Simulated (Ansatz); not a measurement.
Below is the output of a Python script on the Ansatz DFT code, driven from Python that makes a ladder of methods at one geometry of BrClH4OSi2, SMILES O[Si]([SiH3])(Cl)Br. Write a script that gives it. Use (for the species named): Hartree-Fock, def2-SVP basis, multiplicity 1. The script varies functional: hf, blyp, cam_b3lyp, revpbe, lc_wpbe.

```xyz
9

O    -1.9177   -0.4329    0.1717
Si   -0.5195    0.3584    0.4676
Si    1.1928   -0.4656   -0.8008
Cl   -0.1550    0.0707    2.4695
Br   -0.8143    2.5176    0.1072
H    -2.6809   -0.1489    0.7765
H     2.5327    0.2174   -0.4443
H     1.4592   -1.9091   -0.5620
H     0.9912   -0.2538   -2.2025
```

Output of `python methods_brclh4osi2.py`:
```text
functional    E (Ha)        dipole (D)   HOMO (eV)  LUMO (eV)
hf           -3686.406700     0.887     -11.382      2.867
blyp         -3690.387285     0.905      -6.902     -1.104
cam_b3lyp    -3690.522635     0.880      -9.722      0.651
revpbe       -3689.947095     0.919      -7.125     -1.285
lc_wpbe      -3689.695334     0.943     -11.143      1.646
```

One script that gives this output:

`methods_brclh4osi2.py`
```python
"""One geometry of BrClH4OSi2, method by method."""

from pathlib import Path
import warnings

import ansatz
import numpy as np


def main() -> None:
    warnings.simplefilter("ignore", ansatz.DeckWarning)

    geometry_ang = [
        ("O", [-1.9177, -0.4329, 0.1717]),
        ("Si", [-0.5195, 0.3584, 0.4676]),
        ("Si", [1.1928, -0.4656, -0.8008]),
        ("Cl", [-0.155, 0.0707, 2.4695]),
        ("Br", [-0.8143, 2.5176, 0.1072]),
        ("H", [-2.6809, -0.1489, 0.7765]),
        ("H", [2.5327, 0.2174, -0.4443]),
        ("H", [1.4592, -1.9091, -0.562]),
        ("H", [0.9912, -0.2538, -2.2025]),
    ]
    mol = ansatz.Crystal.molecule()
    for symbol, xyz in geometry_ang:
        mol = mol.atom(symbol, xyz)

    calculation = mol.calculation().basis(gaussian="def2-SVP")

    print("functional    E (Ha)        dipole (D)   HOMO (eV)  LUMO (eV)")
    for name in ["hf", "blyp", "cam_b3lyp", "revpbe", "lc_wpbe"]:
        data = calculation.functional(name).forces().orbitals().run(threads=1, backend="cpu", runs_dir="runs").report
        lines = Path(data["orbitals_path"]).read_text().splitlines()
        field_of = lambda key: [line.split("=")[1].strip() for line in lines if line.startswith(key)]
        orbitals = [(27.211386 * float(e), s, float(n)) for e, s, n in zip(field_of("Ene="), field_of("Spin="), field_of("Occup="))]
        homo = max(e for e, _, n in orbitals if n > 0.5)
        lumo = min(e for e, _, n in orbitals if n < 0.5)
        dipole = 4.803205 * np.linalg.norm(data["charge_distribution"]["dipole_moment_e_ang"])
        print(f"{name:10s} {data['free_energy_ev'] / 27.211386246:14.6f} {dipole:9.3f} {homo:11.3f} {lumo:10.3f}")


if __name__ == "__main__":
    main()
```

Total energies depend on the basis set; only differences at equal settings carry meaning. The geometry is a force-field or estimated start, not a minimum of this method, and the basis set is short of its limit. A lower total doesn't mark the better method: functionals have no common bound, and MP2 and coupled cluster aren't variational. Levels such as HOMO and LUMO are orbital energies: with these approximate functionals they aren't the ionisation energy and electron affinity, and their gap isn't the fundamental gap. Hardware and time: 19 s on 1 thread of AMD EPYC 9B14 (Zen 4) (shared host), peak memory 0.44 GiB.
